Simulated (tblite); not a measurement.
# C5H13BS2Si: the cost of one run

Programs: tblite 0.8.0 and PySCF 2.14.0, with density-fitted response routines of our own. Each step states its level of theory. These are calculated values for one molecule in the gas phase, unless marked as measured. Atoms are numbered from 0 throughout.

## 1. The starting structure

22 atoms, charge 0, multiplicity 1; geometry from: force field or distance geometry start.

Bonds of the start (Å): B0–C1 1.59, C1–C2 1.53, C2–S3 1.82, S3–Si4 2.15, C2–C5 1.51, C5–C6 1.53, C5–S7 1.80, S7–C8 1.82, C5–C1 1.52, B0–H9 1.19, B0–H10 1.19, C1–H11 1.09, C2–H12 1.11, Si4–H13 1.46, Si4–H14 1.49, Si4–H15 1.46, C6–H16 1.12, C6–H17 1.10, C6–H18 1.09, C8–H19 1.12, C8–H20 1.11, C8–H21 1.10.

## 2. Geometry optimisation with GFN2-xTB

Job settings and geometry (Å):

```
{"job": {"kind": "relax", "xc": "GFN2-xTB", "basis": "xTB"}, "charge": 0, "multiplicity": 1}
B      1.039900     0.156900    -1.683200
C      0.885100     0.891500    -0.280700
C      0.418500     0.061100     0.920500
S      0.482300    -1.709600     0.517800
Si     2.480800    -2.033000    -0.213400
C     -0.564600     0.946500     0.188800
C     -0.876500     2.317000     0.787800
S     -1.821400     0.123800    -0.794400
C     -2.882900    -0.973900     0.199200
H      1.151800     0.889000    -2.610700
H      0.480600    -0.870800    -1.925200
H      1.571100     1.701300    -0.011700
H      0.781300     0.347400     1.934100
H      3.236200    -2.709300     0.832200
H      3.131000    -0.716300    -0.439800
H      2.484600    -2.740900    -1.485300
H     -0.059600     2.502600     1.537900
H     -1.880400     2.333900     1.240700
H     -0.732500     3.047200    -0.012100
H     -3.733200    -0.404400     0.663600
H     -3.323900    -1.794500    -0.410900
H     -2.278600    -1.346100     1.043800
```

On the command line:

```
OMP_NUM_THREADS=1 python probes_run.py task.json out
```

One launch serves the whole session: the jobs run in the order shown.

Q: Estimate the wall time and peak memory of this first job on 1 thread of Arm Neoverse N1, shared host.

About 3.4 s, with a peak of 0.18 GiB.
